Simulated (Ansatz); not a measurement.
Molecular dynamics of K3AsF6

Input:

```yaml
accuracy: low
crystal:
  lattice:
    - [9.16772, 0.0, 0.0]
    - [0.0, 9.16772, 0.0]
    - [0.0, 0.0, 9.16772]
  atoms:
    - { symbol: K, position: [0.20430103, 0.21484335, 0.2037634] }
    - { symbol: K, position: [0.68610779, 0.74803467, 0.69929622] }
    - { symbol: K, position: [0.50691358, 0.49675759, 0.50813603] }
    - { symbol: As, position: [0.0079677, 0.019578, -0.00575345] }
    - { symbol: F, position: [0.59383013, 0.43205071, 0.2434302] }
    - { symbol: F, position: [0.83719932, 0.47254407, 0.52696205] }
    - { symbol: F, position: [0.42571651, 0.55287234, 0.80204892] }
    - { symbol: F, position: [0.55131131, 0.19390056, 0.54196258] }
    - { symbol: F, position: [0.50252231, 0.75352262, 0.43486697] }
    - { symbol: F, position: [0.25218824, 0.60639042, 0.53263117] }
    - { symbol: K, position: [0.73805145, 0.70008263, 0.26408215] }
    - { symbol: K, position: [0.19101653, 0.30903336, 0.80174138] }
    - { symbol: K, position: [-0.00119637, 0.00992454, 0.51570651] }
    - { symbol: As, position: [0.50271983, 0.46517992, -0.01940836] }
    - { symbol: F, position: [-0.00518709, -0.02095902, 0.2424734] }
    - { symbol: F, position: [0.26938814, -0.02177681, 0.41774854] }
    - { symbol: F, position: [0.02425598, 0.03149337, 0.78820293] }
    - { symbol: F, position: [0.03544718, 0.76124263, 0.57956763] }
    - { symbol: F, position: [0.09195293, 0.33591358, 0.52644491] }
    - { symbol: F, position: [0.70453012, -0.07922145, 0.49206452] }
    - { symbol: K, position: [0.80046624, 0.23582587, 0.69667015] }
    - { symbol: K, position: [0.32600746, 0.67788934, 0.25956355] }
    - { symbol: K, position: [-0.08201973, 0.54994944, 0.03039762] }
    - { symbol: As, position: [0.48086899, -0.01246652, 0.49633108] }
    - { symbol: F, position: [-0.00374749, 0.57871421, 0.7245376] }
    - { symbol: F, position: [0.29825009, 0.47805181, 0.04005241] }
    - { symbol: F, position: [0.06588149, 0.5781499, 0.24923974] }
    - { symbol: F, position: [-0.0408598, 0.25215236, -0.04273555] }
    - { symbol: F, position: [-0.05552814, 0.82443543, 0.01285036] }
    - { symbol: F, position: [0.64828577, 0.45153812, -0.19308252] }
    - { symbol: K, position: [0.23384532, 0.77817764, 0.76759274] }
    - { symbol: K, position: [0.72483002, 0.20458656, 0.31317806] }
    - { symbol: K, position: [0.5121988, 0.01091779, -0.00249161] }
    - { symbol: As, position: [0.04309438, 0.54704029, 0.52718712] }
    - { symbol: F, position: [0.49524365, -0.05173249, 0.69838962] }
    - { symbol: F, position: [0.77058033, 0.00303476, -0.02986177] }
    - { symbol: F, position: [0.52948907, 0.04263678, 0.29812104] }
    - { symbol: F, position: [0.55317967, 0.67114572, 0.01874023] }
    - { symbol: F, position: [0.43022425, 0.26401729, -0.07139111] }
    - { symbol: F, position: [0.21739971, -0.05468912, 0.05460381] }
basis:
  ecutwfc: 500.0
kpoints:
  mp_grid: { grid: [1, 1, 1] }
hamiltonian:
  xc: r2scan
scf:
  occupations: { method: fermi_dirac, width: 0.05 }
  lower_state_search: "off"
md:
  timestep: 2
  n_steps: 300
  ensemble: nve
  temperature: 1950.0
  initial_velocities: maxwell_boltzmann
  seed: 480439
```

Launched with:

```bash
$ ansatz run input.yaml --threads 4 --pin off --max-ram 10240MiB --backend cpu --events-out ev --progress --plain --runs-dir out
```

It goes on from the last frame of an earlier run, with new velocities.

Output, in part (step lines):

```
md step     0: t =     0.00 fs  T =  1950.0 K  F+E_penalty+E_count = -57433.29417622 eV  E_kin = 9.830223 eV  conserved = -57423.46395330 eV  (10 SCF iters)
md step     1: t =     2.00 fs  T =  1933.9 K  F+E_penalty+E_count = -57433.21193397 eV  E_kin = 9.749125 eV  conserved = -57423.46280925 eV  (10 SCF iters)
md step     2: t =     4.00 fs  T =  1902.5 K  F+E_penalty+E_count = -57433.05138807 eV  E_kin = 9.590687 eV  conserved = -57423.46070122 eV  (10 SCF iters)
md step     3: t =     6.00 fs  T =  1862.0 K  F+E_penalty+E_count = -57432.84448792 eV  E_kin = 9.386490 eV  conserved = -57423.45799757 eV  (10 SCF iters)
md step     4: t =     8.00 fs  T =  1820.3 K  F+E_penalty+E_count = -57432.63194387 eV  E_kin = 9.176503 eV  conserved = -57423.45544115 eV  (10 SCF iters)
md step     5: t =    10.00 fs  T =  1784.9 K  F+E_penalty+E_count = -57432.45190675 eV  E_kin = 8.998040 eV  conserved = -57423.45386662 eV  (6 SCF iters)
md step     6: t =    12.00 fs  T =  1760.3 K  F+E_penalty+E_count = -57432.32754965 eV  E_kin = 8.873822 eV  conserved = -57423.45372787 eV  (4 SCF iters)
md step     7: t =    14.00 fs  T =  1746.8 K  F+E_penalty+E_count = -57432.26041606 eV  E_kin = 8.805651 eV  conserved = -57423.45476540 eV  (4 SCF iters)
[... lines left out ...]
```

The steps, from the saved trajectory:

```
time (fs)  T (K)  potential energy less start (eV)  conserved less start (meV/atom)
      0.0   1950                             0.000                             0.00
     20.0   1736                             1.084                             0.14
     40.0   1571                             1.923                             0.25
     60.0   1667                             1.432                             0.17
     80.0   1806                             0.727                             0.10
    100.0   1535                             2.102                             0.27
    120.0   1569                             1.932                             0.25
    140.0   1608                             1.728                             0.08
    160.0   1461                             2.472                             0.17
    180.0   1704                             1.245                             0.10
    200.0   1446                             2.546                             0.19
    220.0   1295                             3.310                             0.18
    240.0   1633                             1.605                             0.16
    260.0   1832                             0.598                             0.12
    280.0   1520                             2.175                             0.17
    300.0   1462                             2.467                             0.16
    320.0   1318                             3.193                             0.20
    340.0   1444                             2.558                             0.16
    360.0   1603                             1.757                             0.18
    380.0   1506                             2.244                             0.19
    400.0   1428                             2.643                             0.25
    420.0   1741                             1.058                             0.08
    440.0   1298                             3.297                             0.22
    460.0   1599                             1.774                             0.08
    480.0   1573                             1.908                             0.19
    500.0   1599                             1.774                             0.13
    520.0   1505                             2.257                             0.29
    540.0   1525                             2.153                             0.23
    560.0   1481                             2.373                             0.18
    580.0   1612                             1.710                             0.16
    600.0   1544                             2.050                             0.13
```

The run went to its last step. The conserved energy stayed within 0.33 meV per atom of its start (net change 0.13 meV per atom), so the integration is sound. A run of 0.6 ps of so small a system gives no equilibrium averages. Limits of this set-up: coarse k mesh, low accuracy level.

Mean squared displacements from the first frame to the last, about the centre of mass: K 0.87 Å², As 0.81 Å², F 3.23 Å².

Last frame:

```xyz
40
Lattice="9.1677 0.0000 0.0000 0.0000 9.1677 0.0000 0.0000 0.0000 9.1677" Properties=species:S:1:pos:R:3
K 2.963 2.564 1.823
K 6.644 7.302 6.670
K 4.889 4.378 5.481
As 0.267 -0.817 0.329
F 6.245 4.639 -1.323
F 7.136 4.831 3.854
F 1.865 4.626 8.108
F 2.974 1.902 4.876
F 5.061 6.877 4.553
F 2.173 5.173 4.507
K 6.853 7.331 2.763
K 1.127 2.409 7.218
K 0.331 -0.269 5.242
As 4.743 5.088 -0.339
F 0.097 -0.577 2.583
F 2.947 -0.859 4.655
F -0.061 -1.015 7.724
F -0.212 5.410 2.555
F -1.164 2.923 5.637
F 6.668 -0.156 4.339
K 6.969 1.724 7.687
K 3.341 6.537 2.764
K -0.342 5.114 -0.451
As 4.394 0.507 4.706
F -0.589 6.214 5.596
F 5.472 4.123 1.201
F 0.659 3.124 3.288
F -0.462 1.720 0.200
F 1.194 6.943 0.177
F 4.357 6.588 -1.469
K 1.771 6.586 6.583
K 7.544 1.779 1.892
K 4.546 0.135 -0.407
As -0.234 4.474 4.346
F 4.628 0.822 6.584
F 6.741 -0.117 0.325
F 4.711 1.116 2.793
F 5.564 6.539 0.544
F 3.996 2.603 -0.346
F 1.690 0.067 -0.063
```

Time of the run: 30 min on 4 threads of Intel(R) Xeon(R) Platinum 8488C (Sapphire Rapids), with other jobs on the host, peak memory 1.7 GiB.
